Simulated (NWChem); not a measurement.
**One shape, several levels: BeF2 (SMILES [F][Be][F])**

Aim: a comparison of 6 runs (HF/3-21G, PBE/def2-SVP, PBE0/def2-SVP, TPSSh/cc-pVTZ, MP2/def2-TZVP, CCSD(T)/6-31+G*) of BeF2. 

Program for the calculation: NWChem 7.3.0.

1 further run of the same task is left out (set aside as unsound or not needed).

### 1 Starting point

The species is BeF2 (3 atoms), meant as a singlet with charge 0. SMILES: `[F][Be][F]`. Geometry: a GFN2-xTB relaxation, a rough one for these elements and not checked as a minimum.

Bond lengths: Be1–F2 1.369 Å, Be1–F3 1.369 Å. Angles: F2–Be1–F3 179.6°.

### 2 Energy and gradient at HF/3-21G (run 1)

Contents of bef2.nw:

```
start bef2
memory 2200 mb

geometry noautosym nocenter noautoz
  Be      -0.002860      -0.001640      -0.000220
  F       -0.015000      -0.019520       1.368760
  F        0.017860       0.021150      -1.368540
end

basis spherical bse
  * library 3-21G
end

scf
  singlet
  rhf
  thresh 1e-08
  maxiter 80
  print medium
end

task scf gradient
```

Started as:

```bash
$ nwchem bef2.nw > bef2.out
```

Standard output:

```text
[...]
  functions       =    27
[...]
  wavefunction    = RHF
[...]
         Total SCF energy =   -212.540128141464
      One-electron energy =   -384.419649955554
      Two-electron energy =    128.390437440076
 Nuclear repulsion energy =     43.489084374014
        Time for solution =      0.1s
[...]
                         RHF ENERGY GRADIENTS
    atom               coordinates                        gradient
                 x          y          z           x          y          z
   1 Be     -0.005405  -0.003099  -0.000416   -0.000132  -0.000072  -0.000433
   2 F      -0.028346  -0.036887   2.586581    0.000160   0.000152  -0.007540
   3 F       0.033751   0.039968  -2.586166   -0.000028  -0.000079   0.007973
[...]
```

It took 0.76 s on 1 thread of Intel Xeon Platinum 8488C (Sapphire Rapids), shared host; peak memory 0.098 GiB.

### 3 Energy and forces at PBE/def2-SVP (run 2)

Contents of bef2.nw:

```
start bef2
title "BeF2"
memory 2200 mb

geometry units angstroms noautosym nocenter noautoz
   Be    -0.002860    -0.001640    -0.000220
   F     -0.015000    -0.019520     1.368760
   F      0.017860     0.021150    -1.368540
end

basis spherical bse
   Be library def2-SVP
   F library def2-SVP
end

dft
   xc xpbe96 cpbe96
   grid xfine
   convergence energy 1e-08
   maxiter 100
   mulliken
   print medium
end

task dft gradient
```

Started as:

```bash
$ nwchem bef2.nw > bef2.out
```

Standard output:

```text
[...]
          Wavefunction type:  closed shell.
          No. of atoms     :     3
          No. of electrons :    22
[...]
          Charge           :     0
          Spin multiplicity:     1
[...]
          AO basis - number of functions:    37
[...]
              XC Information
              --------------
          PerdewBurkeErnzerhof Exchange Functional  1.000
            Perdew 1991 LDA Correlation Functional  1.000 local
           PerdewBurkeErnz. Correlation Functional  1.000 non-local
[...]
 d= 0,ls=0.0,diis     1   -214.0818534020 -2.58D+02  4.27D-02  8.39D-01     0.4
[...]
 d= 0,ls=0.0,diis     8   -214.1835244312 -5.28D-11  1.13D-07  6.19D-11     2.3
         Total DFT energy =     -214.183524431165
      One electron energy =     -384.985908542453
           Coulomb energy =      150.976361930771
    Exchange-Corr. energy =      -23.663062193496
 Nuclear repulsion energy =       43.489084374014
[...]
      Total Density - Mulliken Population Analysis
     ---------------------------------------------
    Atom       Charge   Shell Charges
 -----------   ------   -------------------------------------------------------
    1 Be   4     3.31   1.99  0.23 -0.01  0.96  0.14
    2 F    9     9.35   1.99  1.13  0.79  3.35  2.08  0.00
    3 F    9     9.35   1.99  1.13  0.79  3.35  2.08  0.00
[...]
  wavefunction    = closed shell
                         DFT ENERGY GRADIENTS
    atom               coordinates                        gradient
                 x          y          z           x          y          z
   1 Be     -0.005405  -0.003099  -0.000416   -0.000147  -0.000081  -0.000380
   2 F      -0.028346  -0.036887   2.586581    0.000308   0.000331  -0.019349
   3 F       0.033751   0.039968  -2.586166   -0.000162  -0.000250   0.019729
[...]
```

Wall time 3.6 s (1 thread of Intel Xeon Platinum 8488C (Sapphire Rapids), shared host); peak memory 0.12 GiB.

Runs 3 to 5 aren't shown in full; the table further down has their settings and results.

### 4 A single-point energy at CCSD(T)/6-31+G(d) (spherical functions) (run 6)

Contents of input.nw:

```
START input
TITLE "BeF2"
memory stack 880 mb heap 220 mb global 1100 mb
charge 0
GEOMETRY units angstrom noautosym nocenter noautoz
  Be    -0.002860    -0.001640    -0.000220
  F     -0.015000    -0.019520     1.368760
  F      0.017860     0.021150    -1.368540
END
BASIS spherical bse
  * library 6-31+G*
END
SCF
  thresh 1e-08
  maxiter 80
  print medium
END
CCSD
  freeze core 2
  maxiter 60
END
TASK ccsd(t) energy
```

Started as:

```bash
$ nwchem input.nw > input.out
```

Standard output:

```text
[...]
  functions       =    54
[...]
  wavefunction    = RHF
[...]
         Total SCF energy =   -213.690418061725
      One-electron energy =   -385.510675547214
      Two-electron energy =    128.331173111475
 Nuclear repulsion energy =     43.489084374014
        Time for solution =      1.9s
[...]
 Total MP2 energy:           -214.084470474258978
[...]
             energy      energy      error      ampl     ampl      Block
                                                time     time      time
[...]
 Total CCSD energy:           -214.085133850951081
[...]
 Total CCSD+T(CCSD) energy:           -214.094869830072867
[...]
 Total CCSD(T) energy:                -214.092661008914604
[...]
```

Wall time 14 s (1 thread of Intel Xeon Platinum 8488C (Sapphire Rapids), shared host); peak memory 0.12 GiB.

### 5 All runs side by side

| run | level | iteration cap | module | energy (Eh) | dipole moment (D) | HOMO energy (eV) | LUMO energy (eV) | wall time |
| --- | --- | --- | --- | --- | --- | --- | --- | --- |
| 1 | HF/3-21G | 80 | scf | -212.540128 | 0.03 | -16.20 | 3.42 | 0.76 s |
| 2 | PBE/def2-SVP | 100 | dft | -214.183524 | 0.02 | -9.43 | -1.20 | 3.6 s |
| 3 | PBE0/def2-SVP | 100 | dft | -214.186313 | 0.03 | -11.56 | -0.44 | 3.3 s |
| 4 | TPSSh/cc-pVTZ | 100 | dft | -214.670812 | 0.03 | -10.51 | -0.70 | 13 s |
| 5 | MP2/def2-TZVP | 80 | mp2 | -214.342188 | 0.03 | – | – | 14 s |
| 6 | CCSD(T)/6-31+G* (spherical functions) | 80 | ccsd(t) | -214.092661 | – | -17.27 | 0.71 | 14 s |

### 6 Summary of results

```
                                          quantity          value
                               run 6: total energy  -214.09266 Eh
        run 6: HOMO energy (Hartree–Fock orbitals)      -17.27 eV
        run 6: LUMO energy (Hartree–Fock orbitals)        0.71 eV
      run 6: HOMO–LUMO gap (Hartree–Fock orbitals)       17.98 eV
run 6: correlation energy (2 core orbitals frozen)     -402.2 mEh
                             run 6: (T) correction      -7.53 mEh
```

What this shows: Over runs 1, 2, 3, 4 the HOMO–LUMO gap runs from 8.23 eV (PBE/def2-SVP) to 19.62 eV (HF/3-21G). The two ends differ in method and basis. Totals of different functionals can't be ranked against each other. All runs together took 49 s, the longest 14 s.
